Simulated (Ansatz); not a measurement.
Write a Python script for Ansatz 0.2.0 through its Python package that makes a ladder of methods at one geometry of CH₆BrGeN, SMILES N[CH2][GeH2][Br]. Use (for the species named): HSE06, def2-SVP basis, multiplicity 1. The script varies functional: hse06, revpbe, blyp, cam_b3lyp, r2scan.

```yaml
atoms:
  - { symbol: N, position_ang: [-1.4490, 0.2638, 0.1633] }
  - { symbol: C, position_ang: [-0.3568, -0.0091, -0.6944] }
  - { symbol: Ge, position_ang: [1.1177, -0.5658, 0.3968] }
  - { symbol: Br, position_ang: [1.8898, 1.2023, 1.7793] }
  - { symbol: H, position_ang: [-2.2981, 0.5355, -0.4941] }
  - { symbol: H, position_ang: [-1.2753, 1.1954, 0.6848] }
  - { symbol: H, position_ang: [-0.0321, 0.8848, -1.2893] }
  - { symbol: H, position_ang: [-0.5768, -0.8207, -1.3882] }
  - { symbol: H, position_ang: [2.3355, -0.9626, -0.4622] }
  - { symbol: H, position_ang: [0.7283, -1.7746, 1.3069] }
```

Script `ch6brgen.py`:
```python
'''One geometry of CH6BrGeN, method by method.'''

from pathlib import Path

import ansatz
from ase import Atoms
import numpy as np

atoms = Atoms(['N', 'C', 'Ge', 'Br', 'H', 'H', 'H', 'H', 'H', 'H'], positions=[
    [-1.449, 0.2638, 0.1633],
    [-0.3568, -0.0091, -0.6944],
    [1.1177, -0.5658, 0.3968],
    [1.8898, 1.2023, 1.7793],
    [-2.2981, 0.5355, -0.4941],
    [-1.2753, 1.1954, 0.6848],
    [-0.0321, 0.8848, -1.2893],
    [-0.5768, -0.8207, -1.3882],
    [2.3355, -0.9626, -0.4622],
    [0.7283, -1.7746, 1.3069],
])
molecule = ansatz.Crystal.molecule_from_ase(atoms)

calc = molecule.calculation().basis(gaussian='def2-SVP')

print('functional    E (Ha)        dipole (D)   HOMO (eV)  LUMO (eV)')
for name in ['hse06', 'revpbe', 'blyp', 'cam_b3lyp', 'r2scan']:
    r = calc.functional(name).forces().orbitals().run(threads=1, runs_dir='runs').report
    lines = Path(r['orbitals_path']).read_text().splitlines()
    field_of = lambda key: [line.split('=')[1].strip() for line in lines if line.startswith(key)]
    orbitals = [(27.211386 * float(e), s, float(n)) for e, s, n in zip(field_of('Ene='), field_of('Spin='), field_of('Occup='))]
    homo = max(e for e, _, n in orbitals if n > 0.5)
    lumo = min(e for e, _, n in orbitals if n < 0.5)
    dipole = 4.803205 * np.linalg.norm(r['charge_distribution']['dipole_moment_e_ang'])
    print(f'{name:10s} {r["free_energy_ev"] / 27.211386246:14.6f} {dipole:9.3f} {homo:11.3f} {lumo:10.3f}')
```

Output of `python ch6brgen.py`:
```text
functional    E (Ha)        dipole (D)   HOMO (eV)  LUMO (eV)
hse06        -4746.328263     2.928      -6.662     -0.743
revpbe       -4746.587666     2.818      -5.525     -1.167
blyp         -4747.018965     2.751      -5.410     -1.124
cam_b3lyp    -4747.189223     2.899      -8.447      0.738
r2scan       -4746.929071     2.944      -5.912     -1.074
```

What to keep in mind:
- Total energies depend on the basis set; only differences at equal settings carry meaning.
- The geometry is a force-field or estimated start, not a minimum of this method, and the basis set is short of its limit. A lower total doesn't mark the better method: functionals have no common bound, and MP2 and coupled cluster aren't variational.
- Levels such as HOMO and LUMO are orbital energies: with these approximate functionals they aren't the ionisation energy and electron affinity, and their gap isn't the fundamental gap.
- hse06 follows the composition of plane-wave codes, whose totals differ by tens of mHa, up to about 0.1 Ha, from the form usual in Gaussian-basis programs (wpbeh).
- Hardware and time: 41 s on 1 thread of Arm Neoverse V2, with other jobs on the host, peak memory 0.43 GiB.
